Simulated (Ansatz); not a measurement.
# CH6FNSSi: vertical spin-state energies, by script

Which spin state of CH6FNSSi lies lowest at this geometry? The task is vertical spin-state energies, for CH6FNSSi. SMILES: C[Si](N)(F)S.

Computed with Ansatz 0.2.0, driven from Python. Level of theory: PBE/cc-pVDZ.

## Step 1: The system

Bond lengths: C1–Si2 1.778 Å, Si2–N3 1.665 Å, Si2–F4 1.640 Å, Si2–S5 2.135 Å, C1–H6 1.129 Å, C1–H7 1.061 Å, C1–H8 1.137 Å, N3–H9 1.024 Å, N3–H10 1.048 Å, S5–H11 1.359 Å. Angles (14 of 16 angles, heavy atoms first): C1–Si2–N3 111.6°, C1–Si2–F4 114.0°, C1–Si2–S5 111.9°, N3–Si2–F4 103.9°, N3–Si2–S5 105.4°, F4–Si2–S5 109.5°, Si2–C1–H6 113.3°, Si2–C1–H7 115.3°, Si2–C1–H8 110.0°, Si2–N3–H9 109.7°, Si2–N3–H10 109.8°, Si2–S5–H11 94.1°, H6–C1–H7 107.6°, H6–C1–H8 101.4°.

No structure file is read: the coordinates are typed or built in the script.

## Step 2: Script

Contents of spin_ch6fnssi.py:

```python
"""Vertical spin-state energies of CH6FNSSi."""

import ansatz as az

BASIS_SET = "cc-pVDZ"
XC = "PBE"


def main() -> None:
    geometry_ang = [
        ("C", [-1.3708, 0.4218, 0.2689]),
        ("Si", [0.2879, 0.2217, -0.3404]),
        ("N", [1.3097, -0.3497, 0.8431]),
        ("F", [0.9926, 1.6204, -0.8282]),
        ("S", [0.3889, -1.2142, -1.9173]),
        ("H", [-1.4589, 1.2058, 1.0767]),
        ("H", [-1.8315, -0.4641, 0.6289]),
        ("H", [-2.0339, 0.8604, -0.5433]),
        ("H", [2.2365, -0.5255, 0.4437]),
        ("H", [1.5372, 0.4192, 1.5174]),
        ("H", [0.0077, -2.2529, -1.1289]),
    ]
    system = az.Crystal.molecule()
    for symbol, xyz in geometry_ang:
        system = system.atom(symbol, xyz)

    setup = (
        system.calculation()
        .basis(gaussian=BASIS_SET)
        .functional(XC)
    )
    found = {}
    for unpaired in [0, 2, 4]:
        summary = setup.spin("collinear", total=unpaired).run(threads=1).report
        s = unpaired / 2
        found[unpaired] = summary["free_energy_ev"]
        print(f"2S+1 = {unpaired + 1}: E = {found[unpaired]:.5f} eV, <S^2> = {abs(summary['mean_field']['state']['spin_squared']):.3f} (pure state {s * (s + 1):.2f})")
    lowest = min(found, key=found.get)
    for unpaired, e in found.items():
        print(f"multiplicity {unpaired + 1}: {96.485332 * (e - found[lowest]):.1f} kJ/mol above the lowest")


if __name__ == "__main__":
    main()
```

## Step 3: The calls as engine input

The engine receives this input (first run):

```yaml
crystal:
  periodic: [false, false, false]
  atoms:
    - { symbol: C, position_ang: [-1.3708, 0.4218, 0.2689] }
    - { symbol: Si, position_ang: [0.2879, 0.2217, -0.3404] }
    - { symbol: "N", position_ang: [1.3097, -0.3497, 0.8431] }
    - { symbol: F, position_ang: [0.9926, 1.6204, -0.8282] }
    - { symbol: S, position_ang: [0.3889, -1.2142, -1.9173] }
    - { symbol: H, position_ang: [-1.4589, 1.2058, 1.0767] }
    - { symbol: H, position_ang: [-1.8315, -0.4641, 0.6289] }
    - { symbol: H, position_ang: [-2.0339, 0.8604, -0.5433] }
    - { symbol: H, position_ang: [2.2365, -0.5255, 0.4437] }
    - { symbol: H, position_ang: [1.5372, 0.4192, 1.5174] }
    - { symbol: H, position_ang: [0.0077, -2.2529, -1.1289] }
basis:
  gaussian:
    orbitals: cc-pVDZ
hamiltonian:
  xc: pbe
magnetization:
  spin_polarized: true
  initial_magnetization: 0.0
```

## Step 4: Launch

Run with:

```console
python spin_ch6fnssi.py
```

**Question.** Which spin state is lowest at this geometry, and how far above lie the others?

As calculated:

| quantity | value |
| --- | --- |
| runs compared | 3 |
| lowest | run 1 (2S+1 = 1) |
| next above it by | 5.685 eV |

What this shows: In order: multiplicity 1 (+0.00 eV), multiplicity 3 (+5.68 eV) and multiplicity 5 (+12.81 eV), all at the one geometry. The geometry is a force-field or estimated start, not a minimum of this method, and the basis set is short of its limit. All parts are taken at fixed geometry, without zero-point energy.
